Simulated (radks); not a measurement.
# Co³⁺ in [Ar] 3d5 4s1: an all-electron calculation

The task here is to estimate one member of a computed series from the others.

The numbers are computed with radks (a radial shooting solver on a logarithmic mesh, Libxc functionals) version 1 (scalar-relativistic Kohn-Sham, exchange-only LDA, spin-polarised, spherical densities, point nucleus; open shells are filled with parallel spins first), except any that are marked as measured or tabulated.

## Starting point

* element: cobalt (Z = 27)
* charge: +3
* electrons: 24
* configuration: [Ar] 3d5 4s1

The outer shells:

Co³⁺
```
[Ar] core
3d [↑ ][↑ ][↑ ][↑ ][↑ ]
4s [↑ ]
```

Set-up of the first run:

Settings of this run:

```text
Z 27
configuration [Ar] 3d5 4s1 4p0 5s0
relativity scalar-relativistic
functional lda,
spin polarised
nucleus point
c 137.035999084
```

Launch:

```console
$ python run_ks.py task.json out
```

All runs below come from this command, one after another.

One of the session's tables, all rows but one given; the rest of the session is left out.

It belongs to the step «Radial structure». Radial moments (bohr):

| level | <r> | outermost maximum (interpolated) | 90 % within | nodes |
| --- | --- | --- | --- | --- |
| 1s up | 0.05629 | 0.0368 | 0.101 | 0 |
| 1s down | 0.05629 | 0.0368 | 0.101 | 0 |
| 2s up | 0.2563 | 0.214 | 0.397 | 1 |
| 2s down | 0.2558 | 0.213 | 0.396 | 1 |
| 2p up | 0.2256 | 0.172 | 0.370 | 0 |
| 2p down | 0.2249 | 0.172 | 0.368 | 0 |
| 3s up | 0.7621 | 0.665 | 1.14 | 2 |
| 3s down | 0.7654 | 0.666 | 1.14 | 2 |
| 3p up | 0.7937 | 0.671 | 1.22 | 1 |
| 3p down | 0.7985 | 0.673 | 1.22 | 1 |
| 3d up | 0.8886 | 0.636 | 1.48 | 0 |
| 3d down | 0.9059 | 0.643 | 1.51 | 0 |
| 4s up | 2.096 | 1.88 | 3.04 | 3 |
| 4s down | 2.167 | 1.91 | 3.17 | 3 |
| 4p up | 2.374 | 2.12 | 3.47 | 2 |
| 4p down | ? | ? | ? | ? |
| 5s up | 4.392 | 4.23 | 6.22 | 4 |
| 5s down | 4.807 | 4.59 | 6.80 | 4 |

**Question.** Estimate the row for 4p down.

The run gave: <r>: 2.524; outermost maximum (interpolated): 2.19; 90 % within: 3.74; nodes: 2. In the column «<r>» it lies between 4p up (2.374) and 5s up (4.392).
